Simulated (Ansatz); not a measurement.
# K2Ge: the cost of one run

Method: DFT PBE, scalar-relativistic, plane waves, PAW, in Ansatz 0.2.0.

## Step 1: The starting structure

The structure is hexagonal, space group P6/mmm (No. 191). Conventional cell: a = 4.733 Å, b = 4.733 Å, c = 4.747 Å, α = 90.00°, β = 90.00°, γ = 120.00°. Around K (site symmetry -6m2) lie 3 K at 2.73 Å. Around Ge (site symmetry 6/mmm) lie 12 K at 3.62 Å.

Structure file:

```cif
data_structure
_symmetry_space_group_name_H-M 'P6/mmm'
_symmetry_Int_Tables_number 191
_cell_length_a 4.7327
_cell_length_b 4.7327
_cell_length_c 4.7469
_cell_angle_alpha 90.000
_cell_angle_beta 90.000
_cell_angle_gamma 120.000
_cell_volume 92.08
loop_
_atom_site_label
_atom_site_type_symbol
_atom_site_symmetry_multiplicity
_atom_site_Wyckoff_symbol
_atom_site_fract_x
_atom_site_fract_y
_atom_site_fract_z
_atom_site_occupancy
K1 K 2 d 0.66667 0.33333 0.50000 1
Ge1 Ge 1 a 0.00000 0.00000 0.00000 1
```

A structure generator made this guess: species swapped into a database cell of GdSi2 (P6/mmm, No. 191), with Ge on the Gd sites and K on the Si sites. The dimensions are guesses.

## Step 2: Probe: one point on a coarse mesh

Input file input.yaml:

```yaml
crystal:
  lattice:
    - [4.73267873, 0.0, 0.0]
    - [-2.36633937, 4.09862001, 0.0]
    - [0.0, 0.0, 4.74689176]
  atoms:
    - { symbol: K, position: [0.66666667, 0.33333333, 0.5] }
    - { symbol: K, position: [0.33333333, 0.66666667, 0.5] }
    - { symbol: Ge, position: [0.0, 0.0, 0.0] }
basis:
  ecutwfc: 420
kpoints:
  mp_grid: { grid: [6, 6, 4] }
hamiltonian:
  xc: pbe
scf:
  occupations: { method: gaussian, width: 0.1 }
  lower_state_search: "off"
output:
  forces: true
  stress: true
  eigenvalues: true
```

The run is started by

```
ansatz run input.yaml --threads 1 --pin off --max-ram 2560MiB --backend cpu --events-out ev --progress --plain --runs-dir out
```

**Question.** How long does this run take on 1 thread of Arm Neoverse V1, shared host, and how much memory does it need?

About 2.2 s, with a peak of 0.33 GiB.
